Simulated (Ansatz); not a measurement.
# CH9GeNOSi: a ladder of functionals and wavefunction methods

One table from this session's results is given with a row withheld; the runs are named, their logs left out.

The runs use Ansatz 0.2.0, Gaussian basis; functionals in def2-TZVPP, the program's frozen cores in correlated methods.

Plan: PBE-D4, r2SCAN-D4, PBE0-D4, B3LYP-D4, ωB97X-V, ωB97M-V, B2PLYP; CCSD(T)/def2-TZVPP; MP2/def2-QZVPP; extrapolation to the limit.

## Structure used throughout

All runs share one geometry, relaxed beforehand with PBE0-D4 in a triple-zeta def2 set.

SMILES `CO[SiH2][NH][GeH3]`, 14 atoms, charge 0, spin multiplicity 1.

Atoms are counted from 1 here; the program's logs count them from 0.

Bond lengths: C1–O2 1.407 Å, C1–H6 1.092 Å, C1–H7 1.097 Å, C1–H8 1.096 Å, O2–Si3 1.647 Å, Si3–N4 1.702 Å, Si3–H9 1.489 Å, Si3–H10 1.489 Å, N4–Ge5 1.842 Å, N4–H11 1.009 Å, Ge5–H12 1.540 Å, Ge5–H13 1.534 Å, Ge5–H14 1.539 Å. Angles: O2–C1–H6 108.4°, O2–C1–H7 111.7°, O2–C1–H8 111.5°, H6–C1–H7 108.3°, H6–C1–H8 108.3°, H7–C1–H8 108.4°, C1–O2–Si3 122.4°, O2–Si3–N4 110.9°, O2–Si3–H9 109.8°, O2–Si3–H10 107.4°, N4–Si3–H9 108.5°, N4–Si3–H10 109.7°, H9–Si3–H10 110.4°, Si3–N4–Ge5 125.8°, Si3–N4–H11 116.8°, Ge5–N4–H11 115.0°, N4–Ge5–H12 111.3°, N4–Ge5–H13 106.0° and more.

The first run:

File in.yaml:

```yaml
crystal:
  periodic: [false, false, false]
  atoms:
    - {symbol: C, position_ang: [-1.420491, 1.062448, 1.896247]}
    - {symbol: O, position_ang: [-0.544232, 0.188677, 1.227315]}
    - {symbol: Si, position_ang: [0.596014, 0.722959, 0.166450]}
    - {symbol: N, position_ang: [1.317440, -0.580793, -0.656360]}
    - {symbol: Ge, position_ang: [0.499853, -1.640462, -1.921680]}
    - {symbol: H, position_ang: [-2.175193, 0.466278, 2.412640]}
    - {symbol: H, position_ang: [-1.931749, 1.737608, 1.198780]}
    - {symbol: H, position_ang: [-0.892502, 1.669985, 2.640817]}
    - {symbol: H, position_ang: [1.657949, 1.466810, 0.898817]}
    - {symbol: H, position_ang: [-0.087058, 1.617333, -0.808870]}
    - {symbol: H, position_ang: [2.150754, -0.973538, -0.244972]}
    - {symbol: H, position_ang: [0.021649, -2.972212, -1.313571]}
    - {symbol: H, position_ang: [-0.695077, -0.831947, -2.443916]}
    - {symbol: H, position_ang: [1.502633, -1.933156, -3.051708]}
basis:
  gaussian: {orbitals: def2-TZVPP}
hamiltonian: {xc: pbe, dispersion: d4}
output: {forces: true, orbitals: {seedname: orbitals}}
```

Launch:

```bash
$ ansatz run in.yaml --threads 2 --pin off --events-out ev --progress --plain --max-ram 32768MiB --backend cuda --devices 0, --max-vram 18GiB
```

Among the steps run: PBE-D4 (GGA); r2SCAN-D4 (meta-GGA); PBE0-D4 (hybrid); B3LYP-D4 (hybrid); ωB97X-V (range-separated); ωB97M-V (range-separated); B2PLYP (double hybrid); CCSD(T) in def2-TZVPP; MP2 in def2-QZVPP.

One table of the session follows, with a row left open; its other results are not shown here.

```
            method  atomisation energy (kJ/mol)
            PBE-D4                       4732.9
         r2SCAN-D4                       4706.9
           PBE0-D4                       4672.9
          B3LYP-D4                       4714.6
           ωB97X-V                       4748.0
           ωB97M-V                       4721.9
            B2PLYP                       4663.4
     HF/def2-TZVPP                            ?
    MP2/def2-TZVPP                       4639.7
   CCSD/def2-TZVPP                       4556.2
CCSD(T)/def2-TZVPP                       4614.5
           MP2/CBS                       4760.3
       CCSD(T)/CBS                       4735.1
```

Estimate the missing values for HF/def2-TZVPP.

As computed: atomisation energy (kJ/mol): 3406.8. In the column «atomisation energy (kJ/mol)» it is the lowest.

To keep in mind: Free atoms (1 C, 1 O, 1 Si, 1 N, 1 Ge, 9 H) were run apart at each level; the atomisation energy is their sum less the molecule, without zero-point or spin-orbit terms.
